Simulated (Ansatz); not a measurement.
# LiSi3N2: the cost of one run

Program: Ansatz 0.2.0. Level of theory: DFT PBE, scalar-relativistic, plane waves, PAW. These are calculated values, not measurements.

1 further run of the same task is left out (it didn't finish).

## Step 1: Starting point

The structure is trigonal, space group R-3m (No. 166). The conventional cell has a = 4.992 Å, b = 4.992 Å, c = 11.848 Å, α = 90.00°, β = 90.00°, γ = 120.00°. Li (site symmetry -3m) has 6 Si at 2.44 Å and 6 N at 2.92 Å in its first shell of neighbours. Si (site symmetry 2/m) is surrounded by 2 Li at 2.44 Å and 4 Si at 2.50 Å. N (site symmetry 3m) has 9 Si at 2.85 to 2.91 Å and 3 Li at 2.92 Å and 4 N at 2.98 to 3.04 Å in its first shell of neighbours.

As a file:

```xyz
6
Lattice="2.4962 1.4412 3.9494 -2.4962 1.4412 3.9494 0.0000 -2.8824 3.9494" Properties=species:S:1:pos:R:3 pbc="T T T"
Li    0.0000    0.0000    0.0000
Si   -1.2481    0.7206    1.9747
Si    1.2481    0.7206    1.9747
Si    0.0000   -1.4412    1.9747
N     0.0000    0.0000    7.4133
N     0.0000    0.0000    4.4349
```

The cell is invented: species swapped into a database cell of Y2Al3Fe (R-3m, No. 166), with N on the Y sites, Si on the Al sites and Li on the Fe sites. Lengths come from tabulated atomic sizes and are only a guess.

## Step 2: Probe: one point on a coarse mesh

Input file input.yaml:

```yaml
crystal:
  lattice:
    - [2.49623722, 1.44120323, 3.9494063]
    - [-2.49623722, 1.44120323, 3.9494063]
    - [0.0, -2.88240646, 3.9494063]
  atoms:
    - { symbol: Li, position: [0.0, 0.0, 0.0] }
    - { symbol: Si, position: [0.0, 0.5, 0.0] }
    - { symbol: Si, position: [0.5, 0.0, 0.0] }
    - { symbol: Si, position: [0.0, 0.0, 0.5] }
    - { symbol: "N", position: [0.62569058, 0.62569058, 0.62569058] }
    - { symbol: "N", position: [0.37430942, 0.37430942, 0.37430942] }
basis:
  ecutwfc: 420
kpoints:
  mp_grid: { grid: [6, 6, 6] }
hamiltonian:
  xc: pbe
scf:
  occupations: { method: gaussian, width: 0.1 }
  lower_state_search: "off"
output:
  forces: true
  stress: true
  eigenvalues: true
```

Command:

```sh
ansatz run input.yaml --threads 1 --pin off --max-ram 2560MiB --backend cpu --events-out ev --progress --plain --runs-dir out
```

Q: Estimate wall time and peak memory on 1 thread of AMD EPYC (Zen 3), shared host.

About 7.2 s, with a peak of 0.38 GiB.
